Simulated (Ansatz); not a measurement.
# AlZnC6N6: the cost of one run

Program: Ansatz 0.2.0. Level of theory: DFT PBE, scalar-relativistic, plane waves, PAW. These are calculated values, not measurements.

### Step 1. Starting point

It takes space group Fm-3m (No. 225, cubic). Conventional cell: a = 10.099 Å, b = 10.099 Å, c = 10.099 Å, α = 90.00°, β = 90.00°, γ = 90.00°. Around Al (site symmetry m-3m) lie 6 N at 1.96 Å. Zn (site symmetry m-3m) is surrounded by 6 C at 1.92 Å. Around C (site symmetry 4mm) lie 1 N at 1.17 Å and 1 Zn at 1.92 Å. N (site symmetry 4mm) is surrounded by 1 C at 1.17 Å and 1 Al at 1.96 Å.

Coordinates:

```xyz
14
Lattice="0.0000 5.0495 5.0495 5.0495 0.0000 5.0495 5.0495 5.0495 0.0000" Properties=species:S:1:pos:R:3 pbc="T T T"
Al    5.0495    5.0495    5.0495
Zn    0.0000    0.0000    0.0000
C     1.9170    5.0495    5.0495
C     5.0495    1.9170    5.0495
C     5.0495    5.0495    1.9170
C     8.1820    5.0495    5.0495
C     5.0495    8.1820    5.0495
C     5.0495    5.0495    8.1820
N     3.0870    5.0495    5.0495
N     5.0495    3.0870    5.0495
N     5.0495    5.0495    3.0870
N     7.0120    5.0495    5.0495
N     5.0495    7.0120    5.0495
N     5.0495    5.0495    7.0120
```

The cell is invented: cyanide-bridged rock-salt net of two metals, 0 guest cations a cell (Fm-3m, No. 225). Lengths come from tabulated atomic sizes and are only a guess.

### Step 2. Probe: one point on a coarse mesh

Input file input.yaml:

```yaml
crystal:
  lattice:
    - [0.0, 5.0495, 5.0495]
    - [5.0495, 0.0, 5.0495]
    - [5.0495, 5.0495, 0.0]
  atoms:
    - { symbol: Al, position: [0.5, 0.5, 0.5] }
    - { symbol: Zn, position: [0.0, 0.0, 0.0] }
    - { symbol: C, position: [0.81017923, 0.18982077, 0.18982077] }
    - { symbol: C, position: [0.18982077, 0.81017923, 0.18982077] }
    - { symbol: C, position: [0.18982077, 0.18982077, 0.81017923] }
    - { symbol: C, position: [0.18982077, 0.81017923, 0.81017923] }
    - { symbol: C, position: [0.81017923, 0.18982077, 0.81017923] }
    - { symbol: C, position: [0.81017923, 0.81017923, 0.18982077] }
    - { symbol: "N", position: [0.69432617, 0.30567383, 0.30567383] }
    - { symbol: "N", position: [0.30567383, 0.69432617, 0.30567383] }
    - { symbol: "N", position: [0.30567383, 0.30567383, 0.69432617] }
    - { symbol: "N", position: [0.30567383, 0.69432617, 0.69432617] }
    - { symbol: "N", position: [0.69432617, 0.30567383, 0.69432617] }
    - { symbol: "N", position: [0.69432617, 0.69432617, 0.30567383] }
basis:
  ecutwfc: 420
kpoints:
  mp_grid: { grid: [4, 4, 4] }
hamiltonian:
  xc: pbe
scf:
  occupations: { method: gaussian, width: 0.1 }
  lower_state_search: "off"
output:
  forces: true
  stress: true
  eigenvalues: true
```

Started as:

```sh
$ ansatz run input.yaml --threads 1 --pin off --max-ram 2560MiB --backend cpu --events-out ev --progress --plain --runs-dir out
```

Q: Estimate wall time and peak memory on 1 thread of Intel Xeon Platinum 8259CL at 2.50GHz (Skylake/Cascade Lake), shared host.

About 9.5 s, with a peak of 0.54 GiB.
